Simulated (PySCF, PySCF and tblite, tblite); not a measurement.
# C₆H₁₃N: a path driven as pyramidal inversion, and NMR exchange

Aim: the barrier and rate of pyramidal inversion in C₆H₁₃N (`C[C@H]1NCC1(C)C`), and what it does to NMR lines.

Computed with tblite 0.8.0 (tight binding) and PySCF 2.14.0 (DFT, with response routines of our own); each step states its level. Atoms count from 0 throughout.

### Step 1. The starting structure

20 atoms, charge 0, multiplicity 1; geometry from: force field or distance geometry start.

Bonds of the start (Å): C0–C1 1.52, C0–H7 1.10, C0–H8 1.09, C0–H9 1.10, C1–C4 1.57, C1–H10 1.10, C1–N2 1.50, C3–C4 1.54, C3–H12 1.11, C3–H13 1.10, C4–C5 1.54, C4–C6 1.53, C5–H14 1.09, C5–H15 1.10, C5–H16 1.10, C6–H17 1.09, C6–H18 1.09, C6–H19 1.10, N2–C3 1.48, N2–H11 1.01.

### Step 2. GFN2-xTB relaxation, start minimum

What the job is given:

```
{"job": {"xc": "GFN2-xTB", "basis": "xTB", "kind": "relax"}, "charge": 0, "multiplicity": 1}
C      1.528900     0.255000    -1.433200
C      0.484400    -0.610400    -0.737300
N      1.083500    -1.361500     0.415900
C      0.478600    -0.396200     1.357000
C     -0.533700     0.022200     0.278800
C     -1.873300    -0.726100     0.331900
C     -0.757900     1.532500     0.175200
H      2.078400     0.902600    -0.731500
H      2.253300    -0.365200    -1.965900
H      1.028000     0.901800    -2.165800
H      0.016400    -1.279800    -1.467400
H      2.087700    -1.409700     0.434900
H      0.049400    -0.863300     2.272500
H      1.180500     0.381000     1.679600
H     -2.462500    -0.531000    -0.566900
H     -1.729600    -1.807300     0.434100
H     -2.456200    -0.395300     1.201700
H      0.180800     2.083600     0.194900
H     -1.286100     1.790800    -0.739800
H     -1.355900     1.886800     1.028200
```

Launch:

```sh
$ OMP_NUM_THREADS=1 python ens_run.py task.json out
```

This one command runs the whole study; its stages follow in the order run.

The log of the run:

```text
step      E/eV     max force
  0    -608.97344    1.253
  1    -609.02493    0.483
  2    -609.03850    0.299
  3    -609.05577    0.265
  4    -609.06335    0.225
  5    -609.07147    0.191
  6    -609.07666    0.151
  7    -609.08091    0.155
  8    -609.08316    0.112
  9    -609.08458    0.098
 10    -609.08579    0.080
 11    -609.08717    0.118
 12    -609.08855    0.110
 13    -609.08970    0.065
 14    -609.09054    0.066
 15    -609.09121    0.053
 16    -609.09177    0.061
 17    -609.09222    0.054
 18    -609.09257    0.044
 19    -609.09288    0.042
 20    -609.09316    0.043
 21    -609.09343    0.039
 22    -609.09369    0.044
 23    -609.09394    0.039
 24    -609.09415    0.041
 25    -609.09431    0.043
 26    -609.09447    0.034
 27    -609.09466    0.039
 28    -609.09487    0.036
 29    -609.09505    0.030
 30    -609.09517    0.030
 31    -609.09529    0.031
 32    -609.09543    0.036
 33    -609.09562    0.043
 34    -609.09580    0.034
 35    -609.09596    0.027
 36    -609.09613    0.033
 37    -609.09633    0.041
 38    -609.09657    0.044
 39    -609.09677    0.032
 40    -609.09692    0.027
 41    -609.09703    0.027
 42    -609.09716    0.032
 43    -609.09728    0.028
 44    -609.09737    0.019
 45    -609.09742    0.016
 46    -609.09746    0.015
 47    -609.09751    0.017
 48    -609.09756    0.017
 49    -609.09761    0.019
 50    -609.09767    0.019
 51    -609.09774    0.018
 52    -609.09780    0.017
 53    -609.09785    0.015
 54    -609.09789    0.015
 55    -609.09793    0.013
 56    -609.09795    0.012
 57    -609.09797    0.010
 58    -609.09799    0.011
 59    -609.09801    0.009
 60    -609.09801    0.005
 61    -609.09802    0.004
 62    -609.09802    0.004
 63    -609.09803    0.005
 64    -609.09803    0.007
 65    -609.09804    0.009
 66    -609.09804    0.007
 67    -609.09805    0.007
 68    -609.09806    0.006
 69    -609.09806    0.005
 70    -609.09806    0.004
 71    -609.09807    0.004
 72    -609.09807    0.004
 73    -609.09807    0.003
 74    -609.09807    0.002
```

Run time: 0.89 s. Hardware: 1 thread of Intel Xeon Platinum 8259CL at 2.50GHz, shared host.

The energy fell by 0.125 eV, and the atoms moved 0.09 Å (root mean square).

### Step 3. Relaxed scan, inversion

What the job is given:

```
{"job": {"xc": "GFN2-xTB", "basis": "xTB", "coordinate": [["t", [11, 1, 3, 2], 0.3333333333333333], ["t", [1, 3, 11, 2], 0.3333333333333333], ["t", [3, 11, 1, 2], 0.3333333333333333]], "kind": "drive"}, "charge": 0, "multiplicity": 1}
C      1.444865     0.270507    -1.470241
C      0.506764    -0.641423    -0.692433
N      1.113195    -1.333802     0.452451
C      0.450929    -0.443700     1.407242
C     -0.491866     0.034086     0.285497
C     -1.830855    -0.690963     0.308525
C     -0.702634     1.535165     0.175226
H      1.997445     0.925847    -0.799816
H      2.161025    -0.332996    -2.025631
H      0.887180     0.880621    -2.176354
H      0.041320    -1.352284    -1.385621
H      2.126843    -1.338624     0.473257
H     -0.012213    -0.983371     2.236177
H      1.080101     0.358034     1.811058
H     -2.378806    -0.500973    -0.612483
H     -1.672675    -1.761636     0.406478
H     -2.433159    -0.348423     1.147786
H      0.239344     2.076516     0.192889
H     -1.224043     1.777588    -0.748498
H     -1.307907     1.880510     1.011455
```

The log of the run:

```text
point  coordinate     E/eV
  0    -29.500     -609.05227
  1    -20.200     -608.95972
  2    -10.300     -608.87906
  3     -0.000     -608.85131
  4     10.100     -608.87703
  5     20.100     -608.96296
  6     29.400     -609.05201
  7     37.600     -609.09010
```

Wall time 1.9 s (1 thread of Intel Xeon Platinum 8259CL at 2.50GHz, shared host).

The highest point is number 3, 4.6 kcal/mol above the first.

### Step 4. Nudged elastic band, leg 1

Changed since step 3:

```diff
@@ -1,2 +1,2 @@
-{"job": {"xc": "GFN2-xTB", "basis": "xTB", "coordinate": [["t", [11, 1, 3, 2], 0.3333333333333333], ["t", [1, 3, 11, 2], 0.3333333333333333], ["t", [3, 11, 1, 2], 0.3333333333333333]], "kind": "drive"}, "charge": 0, "multiplicity": 1}
+{"job": {"xc": "GFN2-xTB", "basis": "xTB", "kind": "neb"}, "charge": 0, "multiplicity": 1}
 C      1.444865     0.270507    -1.470241
```

The log of the run:

```text
image   E - E0 / eV
  0       0.0000
  1       0.0191
  2       0.2455
  3       0.0617
  4       0.0193
  5       0.0101
  6       0.0051
```

Run time: 6.7 s. Hardware: 1 thread of Intel Xeon Platinum 8259CL at 2.50GHz, shared host; peak memory 0.19 GiB.

The highest point is number 2, 5.7 kcal/mol above the first.

### Step 5. Saddle search, leg 1

What the job is given:

```
{"job": {"xc": "GFN2-xTB", "basis": "xTB", "kind": "saddle"}, "charge": 0, "multiplicity": 1}
C      1.353897     0.285751    -1.604497
C      0.583520    -0.618730    -0.647254
N      1.309965    -1.031085     0.518208
C      0.428548    -0.448058     1.483417
C     -0.461676     0.026936     0.311148
C     -1.817381    -0.663857     0.258532
C     -0.635102     1.534032     0.221357
H      1.874539     1.068789    -1.060854
H      2.092595    -0.302997    -2.144493
H      0.676477     0.737476    -2.324101
H      0.155587    -1.451364    -1.232504
H      2.145948    -1.565713     0.624223
H     -0.059548    -1.156362     2.167738
H      0.876581     0.358785     2.081373
H     -2.316010    -0.442714    -0.683373
H     -1.702588    -1.741895     0.343482
H     -2.449462    -0.318444     1.074430
H      0.319481     2.045440     0.300994
H     -1.101525     1.809115    -0.721953
H     -1.273844     1.874895     1.034125
```

The log of the run:

```text
step      E/eV     max force
  0    -608.85258   0.0337
  1    -608.85293   0.0103
  2    -608.85293   0.0000
lowest wavenumbers (cm-1): -622.3 98.0 179.4 212.5 228.6 269.5
```

Run time: 4.4 s. Hardware: 1 thread of Intel Xeon Platinum 8259CL at 2.50GHz, shared host; peak memory 0.19 GiB.

Point group C1; 1 imaginary mode, 622i cm⁻¹, carried by H11, N2. Steps downhill from it reached both ends.

### Step 6. Shieldings, start: PBE0/pcSseg-1

What the job is given:

```
{"job": {"kind": "nmr", "xc": "PBE0", "basis": "pcSseg-1", "pop": false}, "charge": 0, "multiplicity": 1}
C      1.444865     0.270507    -1.470241
C      0.506764    -0.641423    -0.692433
N      1.113195    -1.333802     0.452451
C      0.450929    -0.443700     1.407242
C     -0.491866     0.034086     0.285497
C     -1.830855    -0.690963     0.308525
C     -0.702634     1.535165     0.175226
H      1.997445     0.925847    -0.799816
H      2.161025    -0.332996    -2.025631
H      0.887180     0.880621    -2.176354
H      0.041320    -1.352284    -1.385621
H      2.126843    -1.338624     0.473257
H     -0.012213    -0.983371     2.236177
H      1.080101     0.358034     1.811058
H     -2.378806    -0.500973    -0.612483
H     -1.672675    -1.761636     0.406478
H     -2.433159    -0.348423     1.147786
H      0.239344     2.076516     0.192889
H     -1.224043     1.777588    -0.748498
H     -1.307907     1.880510     1.011455
```

The log of the run:

```text
coarse grid: 15640 points
cycle   1  E = -290.6972501597  dE =  7.509e-01  |g| = 4.631e-01  |ddm| = 3.800e+00
cycle   2  E = -290.6882509121  dE =  8.999e-03  |g| = 5.162e-01  |ddm| = 9.653e-01
cycle   3  E = -290.7542115736  dE = -6.596e-02  |g| = 5.309e-02  |ddm| = 5.272e-01
cycle   4  E = -290.7546502908  dE = -4.387e-04  |g| = 2.542e-02  |ddm| = 6.446e-02
cycle   5  E = -290.7547883469  dE = -1.381e-04  |g| = 4.518e-03  |ddm| = 2.502e-02
cycle   6  E = -290.7547924415  dE = -4.095e-06  |g| = 1.250e-03  |ddm| = 5.928e-03
final grid: 148080 points
cycle   7  E = -290.7974304416  dE = -6.275e-05  |g| = 1.031e-02  |ddm| = 4.762e-02
cycle   8  E = -290.7974192234  dE =  1.122e-05  |g| = 1.233e-02  |ddm| = 2.254e-02
cycle   9  E = -290.7974580562  dE = -3.883e-05  |g| = 8.740e-04  |ddm| = 1.305e-02
cycle  10  E = -290.7974582128  dE = -1.566e-07  |g| = 2.465e-04  |ddm| = 1.033e-03
cycle  11  E = -290.7974582267  dE = -1.385e-08  |g| = 3.122e-05  |ddm| = 2.136e-04
cycle  12  E = -290.7974582269  dE = -2.028e-10  |g| = 1.059e-05  |ddm| = 4.647e-05
converged SCF energy = -290.7974582269

GIAO shielding tensors (ppm)
atom      isotropic    diamagn.    paramagn.     s11        s22        s33       span
  0 C      166.805     248.687     -81.882    151.814    166.065    182.535     30.721
  1 C      122.112     246.889    -124.778    105.699    119.160    141.475     35.776
  2 N      225.774     322.698     -96.924    179.080    232.635    265.607     86.527
  3 C      128.310     248.229    -119.919    111.654    120.325    152.950     41.295
  4 C      150.604     248.868     -98.263    139.256    150.224    162.333     23.077
  5 C      155.995     245.720     -89.725    139.315    144.101    184.569     45.254
  6 C      163.145     245.564     -82.420    146.157    158.238    185.038     38.882
  7 H       30.573      31.865      -1.292     26.608     30.038     35.073      8.466
  8 H       30.479      29.549       0.931     26.444     27.772     37.221     10.776
  9 H       30.628      30.749      -0.121     26.023     29.012     36.847     10.824
 10 H       28.380      32.873      -4.494     24.665     28.285     32.189      7.524
 11 H       31.667      33.910      -2.243     24.976     29.392     40.633     15.657
 12 H       28.534      31.251      -2.716     25.508     26.528     33.567      8.059
 13 H       28.272      32.323      -4.051     25.852     26.951     32.015      6.163
 14 H       30.680      30.507       0.172     26.863     28.596     36.580      9.717
 15 H       29.732      30.357      -0.625     25.310     28.214     35.672     10.362
 16 H       30.634      30.192       0.441     26.696     28.354     36.852     10.156
 17 H       30.436      31.314      -0.878     25.758     29.896     35.656      9.898
 18 H       30.952      30.798       0.154     27.569     28.053     37.233      9.664
 19 H       30.933      30.188       0.746     26.860     29.001     36.939     10.079
```

Run time: 41 s. Hardware: 1 thread of Intel Xeon Platinum 8259CL at 2.50GHz, shared host; peak memory 0.86 GiB.

In short: HOMO -6.20 eV, LUMO 1.39 eV; dipole 1.33 D.

### Step 7. Shieldings, saddle of leg 1: PBE0/pcSseg-1

What the job is given:

```
{"job": {"kind": "nmr", "xc": "PBE0", "basis": "pcSseg-1", "pop": false}, "charge": 0, "multiplicity": 1}
C      1.349566     0.283602    -1.608961
C      0.584276    -0.619229    -0.645553
N      1.310765    -1.030748     0.520171
C      0.426945    -0.451612     1.485415
C     -0.462151     0.025475     0.312774
C     -1.819700    -0.660902     0.256937
C     -0.630803     1.533840     0.224804
H      1.863267     1.075647    -1.071905
H      2.093393    -0.304600    -2.142556
H      0.672046     0.724811    -2.335307
H      0.160316    -1.457511    -1.225592
H      2.157849    -1.548367     0.624419
H     -0.054576    -1.168562     2.165347
H      0.864149     0.357345     2.088814
H     -2.317034    -0.434433    -0.684343
H     -1.707340    -1.739427     0.337783
H     -2.451453    -0.317198     1.073847
H      0.324356     2.043070     0.312431
H     -1.089127     1.812583    -0.721438
H     -1.274743     1.876215     1.032912
```

The log of the run:

```text
coarse grid: 15640 points
cycle   1  E = -290.6885708842  dE =  8.063e-01  |g| = 4.723e-01  |ddm| = 3.810e+00
cycle   2  E = -290.6742225619  dE =  1.435e-02  |g| = 5.466e-01  |ddm| = 9.545e-01
cycle   3  E = -290.7473828665  dE = -7.316e-02  |g| = 4.903e-02  |ddm| = 5.452e-01
cycle   4  E = -290.7477446666  dE = -3.618e-04  |g| = 2.650e-02  |ddm| = 6.434e-02
cycle   5  E = -290.7478974667  dE = -1.528e-04  |g| = 2.873e-03  |ddm| = 2.417e-02
cycle   6  E = -290.7478989556  dE = -1.489e-06  |g| = 1.138e-03  |ddm| = 3.989e-03
final grid: 148080 points
cycle   7  E = -290.7901646986  dE = -5.560e-05  |g| = 1.009e-02  |ddm| = 4.049e-02
cycle   8  E = -290.7901536339  dE =  1.106e-05  |g| = 1.213e-02  |ddm| = 2.163e-02
cycle   9  E = -290.7901911701  dE = -3.754e-05  |g| = 8.533e-04  |ddm| = 1.233e-02
cycle  10  E = -290.7901913208  dE = -1.508e-07  |g| = 2.342e-04  |ddm| = 9.626e-04
cycle  11  E = -290.7901913332  dE = -1.233e-08  |g| = 3.603e-05  |ddm| = 1.974e-04
cycle  12  E = -290.7901913334  dE = -2.360e-10  |g| = 1.807e-05  |ddm| = 6.162e-05
converged SCF energy = -290.7901913334

GIAO shielding tensors (ppm)
atom      isotropic    diamagn.    paramagn.     s11        s22        s33       span
  0 C      164.034     247.609     -83.575    147.119    160.689    184.294     37.175
  1 C      119.250     244.237    -124.987    106.606    112.407    138.735     32.128
  2 N      249.680     325.069     -75.389    181.146    255.361    312.534    131.389
  3 C      123.929     245.462    -121.533    110.903    116.498    144.385     33.483
  4 C      149.675     249.075     -99.401    141.158    145.694    162.172     21.014
  5 C      155.874     245.521     -89.647    137.444    146.432    183.746     46.301
  6 C      162.808     245.472     -82.664    148.092    157.091    183.241     35.150
  7 H       30.631      30.986      -0.355     26.680     30.376     34.837      8.157
  8 H       30.516      29.277       1.239     26.629     28.085     36.835     10.206
  9 H       30.743      30.610       0.134     26.466     28.885     36.879     10.413
 10 H       27.787      32.432      -4.645     24.483     27.795     31.083      6.600
 11 H       31.806      34.545      -2.739     23.323     28.980     43.115     19.792
 12 H       27.919      30.871      -2.952     25.162     26.135     32.460      7.297
 13 H       27.940      30.942      -3.002     25.173     26.083     32.565      7.392
 14 H       30.622      30.406       0.216     26.747     28.754     36.366      9.619
 15 H       30.186      30.483      -0.297     26.008     28.233     36.316     10.308
 16 H       30.607      30.043       0.564     26.570     28.512     36.739     10.169
 17 H       30.222      30.929      -0.707     25.678     29.197     35.791     10.113
 18 H       30.864      30.743       0.121     27.741     28.016     36.836      9.094
 19 H       30.847      30.061       0.787     26.776     28.942     36.824     10.048
```

It took 44 s on 1 thread of Intel Xeon Platinum 8259CL at 2.50GHz, shared host; peak memory 0.87 GiB.

In short: HOMO -5.58 eV, LUMO 1.50 eV; dipole 0.04 D.

### Step 8. Shieldings, end: PBE0/pcSseg-1

What the job is given:

```
{"job": {"kind": "nmr", "xc": "PBE0", "basis": "pcSseg-1", "pop": false}, "charge": 0, "multiplicity": 1}
C      1.235905     0.231832    -1.716633
C      0.655743    -0.579080    -0.571633
N      1.529207    -0.671994     0.602728
C      0.402934    -0.481764     1.515798
C     -0.448032     0.029125     0.335250
C     -1.827012    -0.594763     0.188112
C     -0.538754     1.546870     0.298066
H      1.637281     1.172014    -1.353345
H      2.043170    -0.325444    -2.186743
H      0.469287     0.430189    -2.461777
H      0.333318    -1.559468    -0.956704
H      2.062171    -1.527610     0.707425
H      0.006903    -1.401801     1.962129
H      0.618480     0.236316     2.310095
H     -2.266268    -0.311692    -0.766550
H     -1.772375    -1.680790     0.232051
H     -2.483421    -0.252128     0.985802
H      0.439632     1.989192     0.460246
H     -0.926031     1.885174    -0.660219
H     -1.208295     1.893267     1.083292
```

The log of the run:

```text
coarse grid: 15640 points
cycle   1  E = -290.6966723910  dE =  7.510e-01  |g| = 4.710e-01  |ddm| = 3.798e+00
cycle   2  E = -290.6841160363  dE =  1.256e-02  |g| = 5.367e-01  |ddm| = 9.943e-01
cycle   3  E = -290.7553626826  dE = -7.125e-02  |g| = 5.305e-02  |ddm| = 5.627e-01
cycle   4  E = -290.7557911831  dE = -4.285e-04  |g| = 2.668e-02  |ddm| = 6.536e-02
cycle   5  E = -290.7559437501  dE = -1.526e-04  |g| = 3.931e-03  |ddm| = 2.596e-02
cycle   6  E = -290.7559466193  dE = -2.869e-06  |g| = 1.458e-03  |ddm| = 4.715e-03
final grid: 148080 points
cycle   7  E = -290.7993293720  dE = -7.229e-05  |g| = 1.053e-02  |ddm| = 4.966e-02
cycle   8  E = -290.7993174422  dE =  1.193e-05  |g| = 1.262e-02  |ddm| = 2.264e-02
cycle   9  E = -290.7993582035  dE = -4.076e-05  |g| = 9.269e-04  |ddm| = 1.308e-02
cycle  10  E = -290.7993583777  dE = -1.741e-07  |g| = 2.770e-04  |ddm| = 1.142e-03
cycle  11  E = -290.7993583949  dE = -1.718e-08  |g| = 4.355e-05  |ddm| = 2.258e-04
cycle  12  E = -290.7993583953  dE = -3.893e-10  |g| = 1.515e-05  |ddm| = 6.434e-05
converged SCF energy = -290.7993583953

GIAO shielding tensors (ppm)
atom      isotropic    diamagn.    paramagn.     s11        s22        s33       span
  0 C      166.014     246.754     -80.740    150.435    162.252    185.354     34.919
  1 C      121.662     246.958    -125.296    103.963    118.159    142.865     38.902
  2 N      225.167     320.767     -95.600    186.815    220.776    267.911     81.096
  3 C      126.723     248.238    -121.515    111.889    121.417    146.862     34.973
  4 C      149.498     248.694     -99.196    139.310    146.122    163.061     23.751
  5 C      156.669     245.523     -88.854    132.877    151.763    185.366     52.489
  6 C      163.152     245.922     -82.770    149.454    157.360    182.642     33.189
  7 H       30.500      30.518      -0.018     26.272     30.581     34.646      8.374
  8 H       30.553      28.937       1.615     26.351     27.990     37.318     10.967
  9 H       30.897      30.505       0.392     26.678     28.704     37.308     10.629
 10 H       28.114      33.548      -5.434     25.953     28.014     30.374      4.421
 11 H       31.082      33.260      -2.178     24.066     28.196     40.984     16.918
 12 H       28.280      32.213      -3.933     25.423     27.371     32.045      6.622
 13 H       28.611      31.106      -2.495     25.571     26.401     33.861      8.291
 14 H       30.685      30.532       0.153     26.785     28.764     36.506      9.721
 15 H       30.578      31.010      -0.432     26.447     28.809     36.479     10.032
 16 H       30.723      30.113       0.609     26.585     28.614     36.969     10.384
 17 H       29.986      30.823      -0.837     25.680     28.639     35.640      9.960
 18 H       30.841      30.922      -0.081     27.317     28.563     36.643      9.325
 19 H       30.842      30.294       0.548     26.909     28.686     36.930     10.021
```

Run time: 44 s. Hardware: 1 thread of Intel Xeon Platinum 8259CL at 2.50GHz, shared host; peak memory 0.87 GiB.

Key values: HOMO -6.27 eV, LUMO 1.39 eV; dipole 1.18 D.

(Part 1 of 2 ends here.)
